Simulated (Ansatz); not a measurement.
Consider a test of the smearing width of K3Pd, space group Pm-3m (the Python package of Ansatz (0.2.0)).

`k3pd_smear.py`:
```python
"""How the energy of K3Pd depends on the smearing."""

import ansatz
import numpy as np
import pandas as pd

FUNCTIONAL = "pbe"
KGRID = (5, 5, 5)

vectors = np.array([
    [5.445013, 0.0, 0.0],
    [0.0, 5.445013, 0.0],
    [0.0, 0.0, 5.445013],
])
structure = (
    ansatz.Lattice.of(vectors)
    .atom("K", (0.5, 0.5, 0.0))
    .atom("K", (0.5, 0.0, 0.5))
    .atom("K", (0.0, 0.5, 0.5))
    .atom("Pd", (0.0, 0.0, 0.0))
)

job = (
    structure.calculation()
    .functional(FUNCTIONAL)
    .basis(17 * ansatz.Ha)
    .kpoints(*KGRID)
    .forces()
    .stress()
)

rows = []
for value in [0.3, 0.2, 0.1, 0.05]:
    rep = job.occupations("fermi_dirac", width=value).run().report
    rows.append((value, rep["free_energy_ev"] / len(rep["lattice"]["sites"]), rep["n_iterations"], sum(rep["stress_gpa"][i][i] for i in range(3)) / 3, max(abs(f) for row in rep["forces_ev_ang"] for f in row), rep["n_kpoints"]))

table = pd.DataFrame(rows, columns=["width (eV)", "F/atom (eV)", "iterations", "P (GPa)", "max component (eV/A)", "k-points"])
print(table.round(5).to_string(index=False))

# differences from the last row
for row in rows[:-1]:
    shift = 1000 * (row[1] - rows[-1][1])
    print(f"{row[0]}: {shift:+.2f} meV/atom" + ("  (within 1 meV)" if abs(shift) < 1 else ""))
```

How much does the free energy per atom change between the narrowest and the widest smearing, and why?

Going from 0.05 to 0.3 eV changes F by -77.6 meV an atom. With this scheme F falls roughly as the square of the width; the report's estimate for zero width (energy_sigma0_ev) moves by only +9.7 meV. The pressure moves from -0.01 to 0.23 GPa.

The output:

```console
$ python k3pd_smear.py
 width (eV)  F/atom (eV)  iterations  P (GPa)  max component (eV/A)  k-points
       0.30  -2896.43054           7  0.23048                   0.0        10
       0.20  -2896.38358           7  0.04005                   0.0        10
       0.10  -2896.35881           8 -0.01859                   0.0        10
       0.05  -2896.35298           8 -0.00921                   0.0        10
0.3: -77.56 meV/atom
0.2: -30.60 meV/atom
0.1: -5.83 meV/atom
```

Caveats:
- The mesh is modest for a metal, so energies can be off by several to tens of meV an atom and pressures by half a GPa or more; differences at equal mesh fare better.
- The smearing is wide enough that free energy and stress hold a thermal part of the electrons.
- Forces vanish by symmetry here and test nothing.
- The narrowest width needs the finest mesh, so the last row is no converged reference.
- Pressure is positive in compression.
- The structure comes from a database of computed cells and needn't be a stable or known phase.
- Timing: 11 s on 1 thread of Arm Neoverse V1 (shared host), peak memory 0.5 GiB.

(Lines on the test bed's own set-up are left out of the output.)
